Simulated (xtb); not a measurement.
# SiPNH6S (SMILES NPS[SiH3]): GFN2-xTB (ddCOSMO octanol)

Aim: a structure relaxation of SiPNH6S. 

The results are computed with xtb 6.7.1.

5 further runs of the same task are left out: 1 that didn't finish, 4 set aside as unsound or not needed.

**1. The system as given**

The species is SiPNH6S (10 atoms), meant as a singlet with charge 0. SMILES: `NPS[SiH3]`. The shape was relaxed beforehand at GFN2-xTB. This is one conformer, not always the lowest. The run starts from this shape.

Bond lengths: N1–P2 1.688 Å, P2–S3 2.131 Å, S3–Si4 2.156 Å, N1–H5 1.012 Å, N1–H6 1.014 Å, P2–H7 1.400 Å, Si4–H8 1.456 Å, Si4–H9 1.452 Å, Si4–H10 1.461 Å. Some angles: N1–P2–S3 104.1°, P2–S3–Si4 98.4°, N1–P2–H7 94.6°, S3–P2–H7 91.8°, P2–N1–H5 114.3°, P2–N1–H6 115.8°, S3–Si4–H8 107.6°, S3–Si4–H9 102.5°, S3–Si4–H10 107.9°, H5–N1–H6 110.4°.

**2. A structure relaxation at GFN2-xTB (ddCOSMO octanol)**

Input file xcontrol:

```
$opt
   engine=rf
$end
```

Input file in.coord:

```
$coord angs
    -0.1829400     2.0478200    -0.8148900  N
     0.3375300     0.5109400    -1.2811400  P
     1.2036600    -0.3043100     0.4872500  S
    -0.3157600    -1.7663000     0.9357400  Si
    -1.1534800     2.0912000    -0.5324000  H
     0.4035600     2.5261300    -0.1393100  H
     1.5843500     0.9497400    -1.7410900  H
    -0.2316200    -2.8115100    -0.0747100  H
     0.0496600    -2.2007700     2.2724700  H
    -1.6117500    -1.0941300     0.8908900  H
$end
```

Run with:

```
xtb in.coord --opt --cosmo octanol --gfn 2 -v --input xcontrol > out.txt 2> xtb.err
```

What values should one expect? Wanted: total energy at the end; dipole moment; HOMO energy; LUMO energy; HOMO–LUMO gap; dispersion energy; solvent term in the energy; mean polarisability.

Computed results:

Level: GFN2-xTB (ddCOSMO octanol).

```
                      quantity          value
       total energy at the end   -13.54010 Eh
                 dipole moment         3.49 D
                   HOMO energy      -10.43 eV
                   LUMO energy       -6.20 eV
                 HOMO–LUMO gap        4.23 eV
             dispersion energy  -19.14 kJ/mol
    solvent term in the energy   -42.9 kJ/mol
mean polarisability (D4 model)     85.7 bohr³
```

In words: At the final geometry: Bond lengths: N1–P2 1.680 Å, P2–S3 2.104 Å, S3–Si4 2.203 Å, N1–H5 1.014 Å, N1–H6 1.017 Å, P2–H7 1.410 Å, Si4–H8 1.457 Å, Si4–H9 1.454 Å, Si4–H10 1.461 Å. Some angles: N1–P2–S3 106.0°, P2–S3–Si4 95.2°, N1–P2–H7 95.7°, S3–P2–H7 93.4°, P2–N1–H5 113.4°, P2–N1–H6 116.4°, S3–Si4–H8 104.8°, S3–Si4–H9 100.4°, S3–Si4–H10 105.5°, H5–N1–H6 110.3°. The optimisation took 7 steps and changed the energy by -0.027 eV.
